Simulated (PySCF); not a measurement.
# CHEuN (Eu(HCN)2+): the cost of one run

Method: PBE0, Eu lcecp-0-SVP with ECP53, N def2-SVP, C def2-SVP, H def2-SVP; scalar-relativistic core potentials, no spin–orbit coupling; program: PySCF 2.14.0.

1 further run of the same task is left out (for a known fault of the program).

## 1. Where the work starts

4 atoms, charge 2, spin multiplicity 1.

Bond lengths: Eu1–N2 2.705 Å, N2–C3 1.160 Å, C3–H4 1.070 Å. Angles: Eu1–N2–C3 180.0°, N2–C3–H4 180.0°.

Geometry (Å):

```
Eu    0.00000    0.00000    0.00000
N     0.00000    0.00000    2.70500
C     0.00000    0.00000    3.86500
H     0.00000    0.00000    4.93500
```

Formal oxidation states: Eu +2. Each metal's 7 4f electrons lie in its core potential, so multiplicities, spins and levels count the valence alone.

## 2. SCF at the start, singlet

Input file run.py (the lines that set the calculation):

```python
mol = gto.M(atom='''
Eu     0.00000     0.00000     0.00000
N      0.00000     0.00000     2.70500
C      0.00000     0.00000     3.86500
H      0.00000     0.00000     4.93500''',
    basis={'Eu': 'lcecp-0-SVP', 'N': 'def2-SVP', 'C': 'def2-SVP', 'H': 'def2-SVP'},
    ecp={'Eu': 'lcecp-0-SVP'},
    charge=2, spin=0)
mf = dft.RKS(mol, xc='PBE0')
mf.grids.atom_grid = (50, 194)  # f atoms: unpruned, at least (60, 302)
mf = mf.density_fit()  # fitting sets: Eu AutoAux, N def2-universal-JKFIT, C def2-universal-JKFIT, H def2-universal-JKFIT
mf.conv_tol = 1e-08; mf.max_cycle = 55
mf.kernel(dm0)  # dm0: free metal ions and neutral atoms
```

Started as:

```console
$ OMP_NUM_THREADS=2 python run.py
```

**Question.** How long does this run take on 2 threads of Arm Neoverse V1, shared host, and how much memory does it need?

About 1.8 s, with a peak of 0.35 GiB.
